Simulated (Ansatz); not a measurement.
# OsO3F2 in a box, plane waves

Ansatz 0.2.0, DFT PBE, scalar-relativistic, plane waves, PAW, molecule in a box. The geometry was relaxed with Gaussian bases (B3LYP; Os def2-SVP with ECP60, O def2-SVP, F def2-SVP).

```yaml
crystal:
  lattice:
    - [11.56, 0.0, 0.0]
    - [0.0, 12.77, 0.0]
    - [0.0, 0.0, 11.95]
  atoms:
    - { symbol: Os, position: [0.46310294, 0.50008536, 0.49994895] }
    - { symbol: O, position: [0.38927336, 0.50008536, 0.62332887] }
    - { symbol: O, position: [0.38927336, 0.50008536, 0.37656904] }
    - { symbol: O, position: [0.61048097, 0.50008536, 0.49994895] }
    - { symbol: F, position: [0.46317647, 0.64778309, 0.49994895] }
    - { symbol: F, position: [0.46317647, 0.35238841, 0.49994895] }
basis:
  ecutwfc: 420
  ecutrho_ratio: 4
kpoints:
  mp_grid: { grid: [1, 1, 1] }
hamiltonian:
  xc: pbe
scf:
  occupations: { method: gaussian, width: 0.01 }
output:
  forces: true
  eigenvalues: true
  populations: true
```

Command:
```sh
ansatz run input.yaml --threads 2 --pin off --max-ram 5120MiB --backend cpu --events-out ev --progress --plain --runs-dir out
```
It took 6.3 s on 2 threads of Intel(R) Xeon(R) Platinum 8259CL CPU @ 2.50GHz (Skylake/Cascade Lake), on a shared host, peak memory 0.99 GiB.

Q: How does the SCF go?

A: 
```
SCF iter   1: F=—  HF=-14698.062368 eV  |F-HF|=—  |Δ(HF+E_count)|=         —  Δρ=3.29e-3
preconditioner: auto → Resta (q_TF=auto, 1.496 Å⁻¹)  ε∞=1.3  [insulator: Δε(μ)=3.329 eV  Ē_g=10.171 eV  σ=0.010 eV  W_gap=1.00  n_
SCF iter   2: F=—  HF=-14698.116673 eV  |F-HF|=—  |Δ(HF+E_count)|=   5.43e-2  Δρ=4.78e-3
SCF iter   3: F=—  HF=-14698.050158 eV  |F-HF|=—  |Δ(HF+E_count)|=   6.65e-2  Δρ=1.78e-3
SCF iter   4: F=—  HF=-14698.057223 eV  |F-HF|=—  |Δ(HF+E_count)|=   7.06e-3  Δρ=8.03e-4
...
SCF iter   6: F=—  HF=-14698.058608 eV  |F-HF|=—  |Δ(HF+E_count)|=   5.08e-5  Δρ=9.33e-5
SCF iter   7: F=—  HF=-14698.058729 eV  |F-HF|=—  |Δ(HF+E_count)|=   1.21e-4  Δρ=3.70e-5
SCF iter   8: F=—  HF=-14698.058562 eV  |F-HF|=—  |Δ(HF+E_count)|=   1.67e-4  Δρ=1.27e-5
SCF iter   9: F=—  HF=-14698.058565 eV  |F-HF|=—  |Δ(HF+E_count)|=   3.19e-6  Δρ=3.60e-6
SCF iter  10: F=-14698.058565 eV  HF=-14698.058565 eV  |F-HF|=5.61e-9  |Δ(HF+E_count)|=   1.45e-7  Δρ=2.97e-7
```

Q: Which levels lie next to the highest filled one (eV, counted from it)?

A: Filled: -2.60, -2.01, -1.27, -1.27, -0.28, -0.20, -0.20, -0.06, -0.06, 0.00. Empty: 3.16, 3.16, 6.25, 6.26, 7.03, 8.60.

Q: What forces are left at this geometry, relaxed with Gaussian bases (eV/Å)?

A: 
```
Os  -0.01  0.00  0.00
O   -0.19  0.00  0.35
O   -0.19  0.00 -0.35
O    0.40  0.00  0.00
F    0.00  0.16  0.00
F    0.00 -0.16  0.00
```

The highest of the empty levels listed lie near the vacuum level and may be states of the box.

The forces come from the other functional as well as from the basis.
